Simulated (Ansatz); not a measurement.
# WHO (octet): wave-function methods side by side, def2-QZVPP

One table from this session's results is given with a row withheld; the runs are named, their logs left out.

Method: def2-QZVPP, core rule «outside noble gas», up to 5 orbitals frozen; program: Ansatz 0.2.0, Gaussian basis.

Plan: UHF; ROHF; CCSD(T) on UHF.

## What is computed

The geometry is a PBE0/def2-TZVP stationary point (not a proven minimum) of the parent state, kept for this charge and spin. No spin-orbit coupling is included. Elements past krypton take def2 core potentials.

3 atoms, charge 0, spin multiplicity 8.

Atoms are counted from 1 here; the program's logs count them from 0.

Bond lengths: W1–O2 1.971 Å, W1–H3 1.725 Å. Angles: O2–W1–H3 121.7°.

Coordinates:

```
W     0.0000   -0.0163    0.1518
O     0.0000    0.0989   -1.8159
H     0.0000    1.3964    1.1410
```

Set-up of the first run:

File in.yaml:

```yaml
crystal:
  periodic: [false, false, false]
  atoms:
    - {symbol: W, position_ang: [0.000000, -0.016260, 0.151778]}
    - {symbol: O, position_ang: [0.000000, 0.098866, -1.815880]}
    - {symbol: H, position_ang: [0.000000, 1.396412, 1.141010]}
basis:
  gaussian: {orbitals: "def2-QZVPP.json"}
magnetization: {spin_polarized: true, initial_magnetization: 7}
hamiltonian: {xc: hf}
output: {orbitals: {seedname: orbitals}}
```

Launch:

```
ansatz run in.yaml --threads 1 --pin off --events-out ev --progress --plain --max-ram 4096MiB --backend cpu
```

Among the steps run: UHF; ROHF; CCSD(T) on UHF.

One of the session's tables, all rows but one given; the rest of the session is left out.

```
  method  from UCCSD(T) (kJ/mol)
    ROHF                  +920.0
     UHF                       ?
    UMP2                   +81.2
   UCCSD                   +36.2
UCCSD(T)                       0
```

**Question.** Estimate the row for UHF.

**Answer.** from UCCSD(T) (kJ/mol): +895.5. In the column «from UCCSD(T) (kJ/mol)» it lies between UMP2 (+81.2) and ROHF (+920.0).
